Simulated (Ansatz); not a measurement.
# Pd: a surface, (10-10), 2 layers

Aim: cut a slab of Pd (10-10), 2 layers from the relaxed bulk, relax it, and get surface energy and work function. The runs shown use LAPW. Companion runs by PAW are cited. Its runs: bulk in the slab's orientation (LAPW); the reference run (LAPW); atoms relaxed (LAPW); vacuum of 13 Å (LAPW); no images along the normal (LAPW).

Method: DFT, LDA, all-electron LAPW, scalar-relativistic, in Ansatz 0.2.0.

## Step 1: Starting point

The structure is hexagonal, space group P6_3/mmc (No. 194). Conventional cell: a = 2.702 Å, b = 2.702 Å, c = 4.504 Å, α = 90.00°, β = 90.00°, γ = 120.00°. Around Pd (site symmetry -6m2) lie 12 Pd at 2.70 to 2.74 Å.

Structure file:

```xyz
4
Lattice="-1.3509 2.3399 0.0000 0.0000 0.0000 4.5040 4.0527 2.3399 0.0000" Properties=species:S:1:pos:R:3 pbc="T T T"
Pd    0.0000    1.5599    1.1260
Pd    2.7018    1.5599    1.1260
Pd    1.3509    0.7800    3.3780
Pd    2.7018    3.1198    3.3780
```

Atoms are numbered in the order of the input: Pd1, Pd2, Pd3, Pd4.

## Step 2: Bulk in the slab's orientation, LAPW

File input.yaml:

```yaml
crystal:
  lattice:
    - [-1.3509150307, 2.33985347, 0.0]
    - [0.0, 0.0, 4.5040055083]
    - [4.0527450923, 2.33985347, 0.0]
  atoms:
    - { symbol: Pd, position: [0.5, 0.25, 0.166666667] }
    - { symbol: Pd, position: [0.0, 0.25, 0.666666667] }
    - { symbol: Pd, position: [0.0, 0.75, 0.333333333] }
    - { symbol: Pd, position: [0.5, 0.75, 0.833333333] }
kpoints:
  mp_grid: { grid: [12, 7, 7] }
scf:
  occupations: { method: fermi_dirac, width: 0.1 }
hamiltonian:
  xc: lda
  pseudopotentials: { kind: all_electron, lapw: { basis_error: 0.001 } }
output:
  forces: true
  stress: true
  eigenvalues: true
```

On the command line:

```
$ ansatz run input.yaml --threads 1 --pin off --max-ram 3584MiB --backend cpu --events-out ev --progress --plain --runs-dir out
```

After this run come: Slab as cut, LAPW; Atoms relaxed, LAPW; Vacuum of 13 Å, LAPW; No images along the normal, LAPW.

What does the calculation give? Wanted: surface energy; work function (for each run or level that gives them).

The runs gave:

| quantity | value |
| --- | --- |
| surface energy (LAPW, relaxed) | 1.86 J/m² |
| work function (LAPW, relaxed) | 6.32 eV |
| surface energy (PAW, relaxed) | 1.86 J/m² |
| work function (PAW, relaxed) | 6.32 eV |

By LAPW the surface costs 1.94 J/m² as cut and 1.86 J/m² relaxed. Vacuum of 13 Å moves the work function by less than 0.01 eV (LAPW). Vacuum of 13 Å moves the work function by less than 0.01 eV (PAW). Thickness wasn't converged, and no reconstruction was sought.
